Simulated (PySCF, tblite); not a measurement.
**C₅H₉BO₂: geometry, infrared bands and NMR shifts**

Aim: predict the infrared bands and NMR shifts of C₅H₉BO₂ (`C=CC/C=C/B(O)O`).

Programs: tblite 0.8.0 and PySCF 2.14.0, with density-fitted response routines of our own. Each step states its level of theory. These are calculated values for one molecule in the gas phase, unless marked as measured. Atoms are numbered from 0 throughout.

### Step 1. The starting structure

17 atoms, charge 0, multiplicity 1; geometry from: force field or distance geometry start.

Bonds of the start (Å): C0–C1 1.35, C1–C2 1.51, C2–C3 1.50, C3–C4 1.35, C4–B5 1.57, B5–O6 1.48, B5–O7 1.47, C0–H8 1.11, C0–H9 1.10, C1–H10 1.09, C2–H11 1.12, C2–H12 1.11, C3–H13 1.08, C4–H14 1.09, O6–H15 1.01, O7–H16 1.00.

### Step 2. Relaxing the molecule with GFN2-xTB

The job: settings as JSON, then the geometry in Å.

```
{"job": {"kind": "relax", "xc": "GFN2-xTB", "basis": "xTB"}, "charge": 0, "multiplicity": 1}
C     -2.813800     0.380200     1.128300
C     -2.262000     0.181700    -0.088200
C     -1.172900    -0.842400    -0.274100
C      0.079400    -0.195000    -0.786600
C      1.149800    -0.356900     0.014800
B      2.539300     0.251600    -0.381800
O      3.672000    -0.203000     0.462600
O      2.631800     1.671100    -0.767500
H     -2.465700    -0.226200     1.984300
H     -3.608800     1.123400     1.270800
H     -2.598800     0.771500    -0.945000
H     -1.466400    -1.586900    -1.058400
H     -1.034800    -1.409500     0.673000
H      0.118400     0.342300    -1.717600
H      1.051700    -0.912100     0.951300
H      3.303800    -0.700300     1.264300
H      2.869900     1.722500    -1.740100
```

Run with:

```console
OMP_NUM_THREADS=1 python probes_run.py task.json out
```

One launch serves the whole session: the jobs run in the order shown.

**Question.** This job is followed by: GFN2-xTB harmonic vibrations, gas phase; GIAO PBE0/pcSseg-1 NMR shielding, non-relativistic, gas phase. What will the session give for the following? strongest single infrared mode (GFN2-xTB); zero-point energy (GFN2-xTB); 13C shifts against TMS (PBE0/pcSseg-1); 1H shifts against TMS (PBE0/pcSseg-1, means over atoms taken as alike); 11B shifts against BF3·OEt2 (PBE0/pcSseg-1); 17O shifts against H2O (PBE0/pcSseg-1, means over atoms taken as alike); surface potential, 1st and 99th percentile.

The runs gave:

| quantity | value |
| --- | --- |
| strongest single infrared mode (GFN2-xTB) | 1291 cm⁻¹, 291 km/mol |
| zero-point energy (GFN2-xTB) | 84.0 kcal/mol |
| 13C shifts against TMS (PBE0/pcSseg-1) | 161.2, 144.5, 127.1, 121.0, 49.9 ppm |
| 1H shifts against TMS (PBE0/pcSseg-1, means over atoms taken as alike) | 7.08, 6.23, 5.38, 5.38, 5.25, 3.85, 3.04 ppm |
| 11B shifts against BF3·OEt2 (PBE0/pcSseg-1) | 24.8 ppm |
| 17O shifts against H2O (PBE0/pcSseg-1, means over atoms taken as alike) | 112.7 ppm |
| surface potential, 1st and 99th percentile | -1.32 V and 2.13 V |

What this shows: The optimisation took 119 steps and gained 1.723 eV; among the close pairs (by a distance rule), B5–O7 changed most, from 1.474 to 1.352 Å. No mode is imaginary among the 45: a minimum at this level. The strongest single mode, at 1291 cm⁻¹, moves mainly B5. GFN2-xTB is a fitted tight-binding method: band positions and strengths are rough. Its intensities can rank the bands wrongly. At PBE0/pcSseg-1: Shielding is most anisotropic at C3 (span 258 ppm, paramagnetic term -233 ppm). By nearest atom (PBE0/pcSseg-1), the HOMO sits on C0, C3, C4 about 21 % each; C1 18 % and the LUMO on C3 28 %; C4 19 %.
